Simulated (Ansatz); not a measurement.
# ClH5Sn: the cost of one run

All numbers below are computed with Ansatz 0.2.0 (RKS PBE0-D4/def2-SVP).

## Step 1: The structure to begin with

Bond lengths: Sn1–H3 1.740 Å, Sn1–H4 1.739 Å, Sn1–H5 1.739 Å, Sn1–Cl6 2.710 Å. Angles: H3–Sn1–H4 109.5°, H3–Sn1–H5 109.5°, H3–Sn1–Cl6 178.9°, H4–Sn1–H5 109.5°, H4–Sn1–Cl6 70.0°, H5–Sn1–Cl6 70.0°.

Coordinates:

```xyz
7

Sn    0.0000    0.0000    0.0000
H     0.0000    0.0000    2.0900
H     1.6408    0.0000   -0.5794
H    -0.8195    1.4198   -0.5794
H    -0.8195   -1.4198   -0.5794
Cl   -2.5717    0.0000    0.8545
H    -1.0358    0.0000    2.0916
```

## Step 2: Pulling towards end A

Springs on the bonds that form and break draw the guess towards this end; the thresholds are loose.

Contents of input.yaml:

```yaml
crystal:
  periodic: [false, false, false]
  atoms:
    - { symbol: Sn, position_ang: [0.0, 0.0, 0.0] }
    - { symbol: H, position_ang: [0.0, 0.0, 2.09] }
    - { symbol: H, position_ang: [1.6408, 0.0, -0.5794] }
    - { symbol: H, position_ang: [-0.8195, 1.4198, -0.5794] }
    - { symbol: H, position_ang: [-0.8195, -1.4198, -0.5794] }
    - { symbol: Cl, position_ang: [-2.5717, 0.0, 0.8545] }
    - { symbol: H, position_ang: [-1.0358, 0.0, 2.0916] }
basis:
  gaussian: { orbitals: def2-SVP }
hamiltonian:
  xc: pbe0
  dispersion: d4
relax:
  f_tol: 0.15
  max_steps: 25
  restrain:
    - { distance: [0, 5], at: 3.61, k: 30.0 }
    - { distance: [6, 1], at: 1.86, k: 30.0 }
    - { distance: [0, 1], at: 1.74, k: 30.0 }
    - { distance: [6, 5], at: 1.37, k: 30.0 }
```

On the command line:

```sh
$ ansatz run input.yaml --threads 1 --pin off --max-ram 2048MiB --backend cpu --events-out ev --progress --plain --runs-dir out
```

Q: Estimate wall time and peak memory on 1 thread of AMD EPYC 9R45 (Zen 5), shared host.

About 7.6 s, with a peak of 0.16 GiB.
